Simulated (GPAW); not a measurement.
Write an ASE script for GPAW 26.7.0 that does the following.

| Quantity | Value |
| --- | --- |
| Task | relaxation of cell and atoms |
| Functional | PBEsol |
| Dispersion | D4 |
| Potentials or basis | PAW data sets generated in the run's folder for this functional |
| Cutoff | 600 eV |
| Basis | pw |
| k mesh | 5 × 5 × 5 |
| Occupations | fermi-dirac, width 0.05 eV |
| Spin | collinear spin, ferromagnetic start |
| Starting moments | [0.0, 0.0, 0.0, 1.0] μB |
| Maxiter | 150 |
| Optimizer | BFGS |
| Fmax | 0.02 eV/Å |
| Max steps | 60 |
| Convergence | density=1e-05 forces=0.0001 |

NiAu3:

```
Au Ni
1.0
     4.02817    0.00000    0.00000
     0.00000    4.02817    0.00000
     0.00000    0.00000    4.02817
Au Ni
3 1
Direct
  0.50000 0.50000 0.00000
  0.00000 0.50000 0.50000
  0.50000 0.00000 0.50000
  0.00000 0.00000 0.00000
```

The cell comes from a database or a generator and needn't be the stable form of this composition.

These files were run (other wordings do the same):

run.py

```python
from ase import Atoms
from ase.calculators.mixing import SumCalculator
from ase.filters import FrechetCellFilter
from ase.io import write
from ase.optimize import BFGS
from dftd4.ase import DFTD4
from gpaw import GPAW, PW, setup_paths

setup_paths.insert(0, '.')

atoms = Atoms(['Au', 'Au', 'Au', 'Ni'],
              cell=[[4.028168, 0.0, 0.0],
                    [0.0, 4.028168, 0.0],
                    [0.0, 0.0, 4.028168]],
              scaled_positions=[[0.5, 0.5, 0.0],
                                [0.0, 0.5, 0.5],
                                [0.5, 0.0, 0.5],
                                [0.0, 0.0, 0.0]],
              pbc=True)
atoms.set_initial_magnetic_moments([0.0, 0.0, 0.0, 1.0])

calc = GPAW(mode=PW(600),
            xc='PBEsol',
            kpts={'size': (5, 5, 5), 'gamma': True},
            occupations={'name': 'fermi-dirac', 'width': 0.05},
            nbands=45,
            convergence={'density': 1e-05, 'forces': 0.0001},
            maxiter=150,
            txt='gpaw.txt')
atoms.calc = SumCalculator([calc, DFTD4(method='pbesol')])
opt = BFGS(FrechetCellFilter(atoms), trajectory='relax.traj', logfile='-')
done = opt.run(fmax=0.02, steps=60)
calc.write('gs.gpw')
write('result.traj', atoms)
print('Converged:', done)
print('Cell:', atoms.cell.cellpar().round(4))
print('Volume:', round(atoms.get_volume(), 4))
print(atoms.get_scaled_positions().round(5))
```

Potentials or basis: PAW data sets generated in the run's folder for this functional, pw.

Run with:

```console
$ gpaw-setup -f PBEsol Au Ni
$ OMP_NUM_THREADS=1 python run.py
```

Results of the run:

```yaml
Relaxed_volume: 15.42 Å³/atom
Relaxed_cell: a = 3.951 Å, b = 3.951 Å, c = 3.951 Å, α = 90.00°, β = 90.00°, γ = 90.00°
Space_group_after_relaxing_to_0.05_Å: Pm-3m (No. 221)
Energy_gained_by_relaxing: 31.3 meV/atom
Ionic_steps: 4
Pressure_after_relaxing: -0.1 GPa
Band_gap_on_the_k_mesh: none (metal or under the smearing width)
Net_moment: 0.00 μB per cell
Dispersion_energy_per_atom: -0.366 eV
```

Caveat: with this Au data set, volumes or pressures lay over 1.5 % or 2 GPa off other programs in two to four cells of ten; each step starts from the last one's moments, so a moment once lost doesn't come back; the stock nickel data set gives pressures a few GPa off other programs; later steps reuse the first step's grids; pairwise dispersion overbinds metals, which lowers pressure and volume.

It took 3.1 min on 1 thread of Arm Neoverse V2, on a shared host, peak memory 0.25 GiB.
